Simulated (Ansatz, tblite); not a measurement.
# Cyclo-(H2SnNH)2 (Sn2N2H6): charged states by level of theory

One table from this session's results is given with a row withheld; the runs are named, their logs left out.

Method: as each input shows; program: Ansatz 0.2.0, Gaussian basis.

The runs, in order: charge +1 doublet, at the geometry of the singlet (PBE0-D4/def2-TZVP, PBE-D4/def2-TZVP, r2SCAN-D4/def2-TZVP, CCSD(T)/def2-SVP); charge -1 doublet, at the geometry of the singlet (PBE0-D4/def2-TZVPD, PBE-D4/def2-TZVPD, r2SCAN-D4/def2-TZVPD); the starting singlet's energies come from earlier runs.

1 further run of the same task is left out (set aside as unsound or not needed).

### The relaxed structure

The singlet was relaxed beforehand with B3LYP-D4/def2-SVP.

10 atoms, charge 0, spin multiplicity 1.

Atoms are counted from 1 here; the program's logs count them from 0.

Bond lengths: Sn1–H2 1.723 Å, Sn1–H3 1.734 Å, Sn1–N4 2.067 Å, Sn1–N8 2.068 Å, N4–Sn5 2.067 Å, N4–H9 1.017 Å, Sn5–H6 1.734 Å, Sn5–H7 1.723 Å, Sn5–N8 2.068 Å, N8–H10 1.017 Å. Angles: H2–Sn1–H3 110.7°, H2–Sn1–N4 113.9°, H2–Sn1–N8 113.8°, H3–Sn1–N4 116.9°, H3–Sn1–N8 116.8°, N4–Sn1–N8 82.3°, Sn1–N4–Sn5 96.9°, Sn1–N4–H9 125.0°, Sn5–N4–H9 125.0°, N4–Sn5–H6 116.9°, N4–Sn5–H7 113.9°, N4–Sn5–N8 82.3°, H6–Sn5–H7 110.7°, H6–Sn5–N8 116.8°, H7–Sn5–N8 113.8°, Sn1–N8–Sn5 96.8°, Sn1–N8–H10 124.2°, Sn5–N8–H10 124.2°.

Sn takes a core potential in the def2 sets. No spin-orbit coupling is included.

Set-up of the first run:

File in.yaml:

```yaml
crystal:
  periodic: [false, false, false]
  atoms:
    - {symbol: Sn, position_ang: [0.911835, -0.431283, -1.173400]}
    - {symbol: H, position_ang: [1.006552, 0.153464, -2.791504]}
    - {symbol: H, position_ang: [2.059167, -1.704697, -0.914050]}
    - {symbol: N, position_ang: [0.836410, 1.062998, 0.252141]}
    - {symbol: Sn, position_ang: [-0.948190, 0.488024, 1.121210]}
    - {symbol: H, position_ang: [-0.854103, -0.264859, 2.679906]}
    - {symbol: H, position_ang: [-2.156265, 1.716679, 1.110263]}
    - {symbol: N, position_ang: [-1.020743, -0.769638, -0.519086]}
    - {symbol: H, position_ang: [1.639789, 1.429446, 0.756472]}
    - {symbol: H, position_ang: [-1.474462, -1.680114, -0.521953]}
basis:
  gaussian: {orbitals: def2-SVP}
total_charge: 1
magnetization: {spin_polarized: true, initial_magnetization: 1}
hamiltonian: {xc: pbe0, dispersion: d4}
output: {orbitals: {seedname: orbitals}}
```

On the command line:

```console
ansatz run in.yaml --threads 4 --pin off --events-out ev --progress --plain --max-ram 3916MiB
```

Among the steps run: Charge +1 doublet at the fixed geometry, first pass, PBE0-D4/def2-SVP; Charge +1 doublet at the fixed geometry, PBE0-D4/def2-TZVP; Charge +1 doublet at the fixed geometry, PBE-D4/def2-TZVP; Charge +1 doublet at the fixed geometry, r2SCAN-D4/def2-TZVP; Charge +1 doublet at the fixed geometry, CCSD(T)/def2-SVP.

One of the session's tables, all rows but one given; the rest of the session is left out.

| method | vertical ionisation energy (eV) |
| --- | --- |
| HF/def2-SVP | ? |
| PBE-D4/def2-TZVP | 8.04 |
| r2SCAN-D4/def2-TZVP | 8.09 |
| PBE0-D4/def2-TZVP | 8.25 |
| MP2/def2-SVP | 8.37 |
| CCSD/def2-SVP | 8.01 |
| CCSD(T)/def2-SVP | 8.02 |

Estimate the missing values for HF/def2-SVP.

As computed: vertical ionisation energy (eV): 7.04. In the column «vertical ionisation energy (eV)» it is the lowest.

Caveats from the session: The yardstick is in a double-zeta basis, so levels in larger sets aren't compared like for like.
